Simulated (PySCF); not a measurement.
# Co, Co⁺: ionisation energy in x2c-SVPall

Wanted: the ionisation energy of cobalt, up a ladder of methods.

Program: PySCF 2.14.0. Level of theory: unrestricted determinants in a Gaussian basis, no spin-orbit coupling in the energies. These are calculated values, not measurements, unless marked.

## (1) Starting point

* Element: cobalt (Z = 27)
* Basis: x2c-SVPall (5s3p3d1f, 36 functions)
* Hamiltonian: the spin-free X2C one-electron Hamiltonian (Gaussian nucleus)
* State 1: Co: [Ar] 3d7 4s2, high-spin 4F determinant
* State 2: Co⁺: [Ar] 3d8, high-spin 3F determinant
* Methods: UHF, M06-L, PBE, MP2
* Core shells frozen in the correlated runs: valence: [Ar] (for Co)

The outer shells:

Co [Ar] 3d7 4s2
```
[Ar] core
3d [↑↓][↑↓][↑ ][↑ ][↑ ]
4s [↑↓]
```

Co+ [Ar] 3d8
```
[Ar] core
3d [↑↓][↑↓][↑↓][↑ ][↑ ]
```

The runs were made by one driver on top of PySCF. The scripts below sum up each run's settings (the driver also hands on starting orbitals that pick excited configurations, and frozen orbitals as a list rather than a count), and the logs come from the driver's own runs. The driver starts from symmetry-adapted Hartree-Fock orbitals, holds the occupation by maximum overlap and uses a logarithmic radial grid for functionals, so a plain start would take other cycles.

It was started by

```console
OMP_NUM_THREADS=1 python atomrun2.py TASK.json OUT
```

The integrals over 36 functions and the set-up took 0.14 s of CPU time.

## (2) Co

UHF:

File input.py:

```python
from pyscf import gto, scf, dft, mp, cc
import basis_set_exchange as bse
mol = gto.M(atom="Co 0 0 0", charge=0, spin=3, symmetry="D2h",
            basis=gto.basis.parse(bse.get_basis("x2c-SVPall", elements=["Co"], fmt="nwchem", header=False)),
            nucmod="G")
mf = scf.UHF(mol).sfx2c1e()
mf.irrep_nelec = {'Ag': (6, 5), 'B1g': (1, 1), 'B2g': (1, 0), 'B3g': (1, 0), 'B1u': (2, 2), 'B2u': (2, 2), 'B3u': (2, 2)}
mf.kernel()
```

M06-L:

input.py differs from the last one in:

```diff
@@ -5,3 +5,3 @@
             nucmod="G")
-mf = scf.UHF(mol).sfx2c1e()
+mf = dft.UKS(mol, xc="M06L").sfx2c1e()
 mf.irrep_nelec = {'Ag': (6, 5), 'B1g': (1, 1), 'B2g': (1, 0), 'B3g': (1, 0), 'B1u': (2, 2), 'B2u': (2, 2), 'B3u': (2, 2)}
```

PBE:

input.py differs from the last one in:

```diff
@@ -5,3 +5,3 @@
             nucmod="G")
-mf = dft.UKS(mol, xc="M06L").sfx2c1e()
+mf = dft.UKS(mol, xc="PBE").sfx2c1e()
 mf.irrep_nelec = {'Ag': (6, 5), 'B1g': (1, 1), 'B2g': (1, 0), 'B3g': (1, 0), 'B1u': (2, 2), 'B2u': (2, 2), 'B3u': (2, 2)}
```

MP2 (valence):

input.py differs from the last one in:

```diff
@@ -5,4 +5,5 @@
             nucmod="G")
-mf = dft.UKS(mol, xc="PBE").sfx2c1e()
+mf = scf.UHF(mol).sfx2c1e()
 mf.irrep_nelec = {'Ag': (6, 5), 'B1g': (1, 1), 'B2g': (1, 0), 'B3g': (1, 0), 'B1u': (2, 2), 'B2u': (2, 2), 'B3u': (2, 2)}
 mf.kernel()
+mp.UMP2(mf, frozen=9).kernel()
```

## (3) Co⁺, method by method

UHF:

File input.py:

```python
from pyscf import gto, scf, dft, mp, cc
import basis_set_exchange as bse
mol = gto.M(atom="Co 0 0 0", charge=1, spin=2, symmetry="D2h",
            basis=gto.basis.parse(bse.get_basis("x2c-SVPall", elements=["Co"], fmt="nwchem", header=False)),
            nucmod="G")
mf = scf.UHF(mol).sfx2c1e()
mf.irrep_nelec = {'Ag': (5, 3), 'B1g': (1, 1), 'B2g': (1, 1), 'B3g': (1, 1), 'B1u': (2, 2), 'B2u': (2, 2), 'B3u': (2, 2)}
mf.kernel()
```

M06-L:

input.py differs from the last one in:

```diff
@@ -5,3 +5,3 @@
             nucmod="G")
-mf = scf.UHF(mol).sfx2c1e()
+mf = dft.UKS(mol, xc="M06L").sfx2c1e()
 mf.irrep_nelec = {'Ag': (5, 3), 'B1g': (1, 1), 'B2g': (1, 1), 'B3g': (1, 1), 'B1u': (2, 2), 'B2u': (2, 2), 'B3u': (2, 2)}
```

PBE:

input.py differs from the last one in:

```diff
@@ -5,3 +5,3 @@
             nucmod="G")
-mf = dft.UKS(mol, xc="M06L").sfx2c1e()
+mf = dft.UKS(mol, xc="PBE").sfx2c1e()
 mf.irrep_nelec = {'Ag': (5, 3), 'B1g': (1, 1), 'B2g': (1, 1), 'B3g': (1, 1), 'B1u': (2, 2), 'B2u': (2, 2), 'B3u': (2, 2)}
```

MP2 (valence):

input.py differs from the last one in:

```diff
@@ -5,4 +5,5 @@
             nucmod="G")
-mf = dft.UKS(mol, xc="PBE").sfx2c1e()
+mf = scf.UHF(mol).sfx2c1e()
 mf.irrep_nelec = {'Ag': (5, 3), 'B1g': (1, 1), 'B2g': (1, 1), 'B3g': (1, 1), 'B1u': (2, 2), 'B2u': (2, 2), 'B3u': (2, 2)}
 mf.kernel()
+mp.UMP2(mf, frozen=9).kernel()
```

What does the calculation give?

**Answer**, as computed:

```
             quantity                                               value
ionisation energy, Co  UHF 8.245, MP2 (valence) 7.172 eV; reference 7.869
```

Accuracy against cost (mean over 1 difference):

```
           method  mean absolute miss against the measured value (with the measured fine structure taken into account where it is known) (eV)  CPU time, both states (s)
              UHF                                                                                                                       0.376                       0.26
            M06-L                                                                                                                       0.552                        2.3
              PBE                                                                                                                       0.256                        1.2
    MP2 (valence)                                                                                                                       0.697                       0.28
SCS-MP2 (valence)                                                                                                                       0.515                       0.28
```

Against experiment PBE comes closest (off by 0.26 eV) and MP2 (valence) is farthest (0.70 eV). PBE is off by -0.26 eV. The basis is finite, and no extrapolation was made. The dearest level timed, M06-L, costs 8.7 times the cheapest, UHF, and differs from the measured value (with the measured fine structure taken into account where it is known) by 0.55 against 0.38 eV.
